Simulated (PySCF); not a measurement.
# How the numerical set-up moves the result for ZnAs (quartet)

Aim: see how much the energy and properties of ZnAs (quartet) depend on the numerical set-up.

Program: PySCF 2.14.0. Level of theory: method and basis as typed in the scripts. These are calculated values, not measurements.

3 further runs of the same task are left out: 3 that didn't finish.

**1. Where the work starts**

ZnAs (quartet): 2 atoms, charge 0, spin multiplicity 4.

Bond lengths: Zn1–As2 2.247 Å.

**2. The run that the others are compared with**

The input, input.py:

```python
from pyscf import gto, scf

mol = gto.M(
    atom='Zn 0 0 0; As 0 0 2.247',
    basis='6-31g',
    charge=0,
    spin=3,
    verbose=4,
)
mf = scf.UHF(mol)
mf.kernel()
mf.stability(internal=True, external=True)
mf.dip_moment()
print('orbital energies (hartree):', [e[max(0, n-3):n+3].round(4) for e, n in zip(mf.mo_energy, mol.nelec)])
```

On the command line:

```
$ OMP_NUM_THREADS=1 python input.py
```

Its log is not repeated here.

Base result: E(SCF) = -4011.313079 Eh, 11 cycles, ⟨S²⟩ = 3.767, μ = 1.40 D, internal stable; real -> complex stable; UHF/UKS -> GHF/GKS stable.

The bond length is a typed value, not an optimised one. The quartet is typed in the script; nothing here shows that it is the ground state.

**3. Cartesian functions on**

Run 1 changes Cartesian functions: off → on.

The input, input.py:

```python
from pyscf import gto, scf

mol = gto.M(
    atom='Zn 0 0 0; As 0 0 2.247',
    basis='6-31g',
    charge=0,
    spin=3,
    cart=True,
    verbose=4,
)
mf = scf.UHF(mol)
mf.kernel()
mf.stability(internal=True, external=True)
mf.dip_moment()
print('orbital energies (hartree):', [e[max(0, n-3):n+3].round(4) for e, n in zip(mf.mo_energy, mol.nelec)])
```

On the command line:

```
$ OMP_NUM_THREADS=1 python input.py
```

**4. Spin-free X2C on**

Run 2 changes spin-free X2C: off → on.

input.py, as its differences from that of step 2:

```diff
@@ -10,2 +10,3 @@
 mf = scf.UHF(mol)
+mf = mf.sfx2c1e()
 mf.kernel()
```

**Question.** What will these runs give? Wanted: for each run, E(SCF); from base; gap, α spin; SCF dipole; after the SCF.

The runs gave:

| run | E(SCF) (hartree) | from base (eV) | cycles | gap, α spin (eV) | SCF dipole (D) | functions | after the SCF |
| --- | --- | --- | --- | --- | --- | --- | --- |
| base | -4011.313079 | 0 | 11 | 8.49 | 1.40 | 54 | stable |
| Cartesian functions on | -4011.317574 | -0.1223 | 12 | 8.50 | 1.40 | 58 | stable |
| spin-free X2C on | -4043.917956 | -887.2239 | 11 | 8.56 | 1.27 | 54 | stable |

In words: The largest comparable shift of the SCF energy, -887.224 eV, comes with the run “spin-free X2C on”. Scalar relativity lowers the total energy by 887.22 eV, nearly all of it in the inner shells; a basis contracted without relativity catches only part of it.
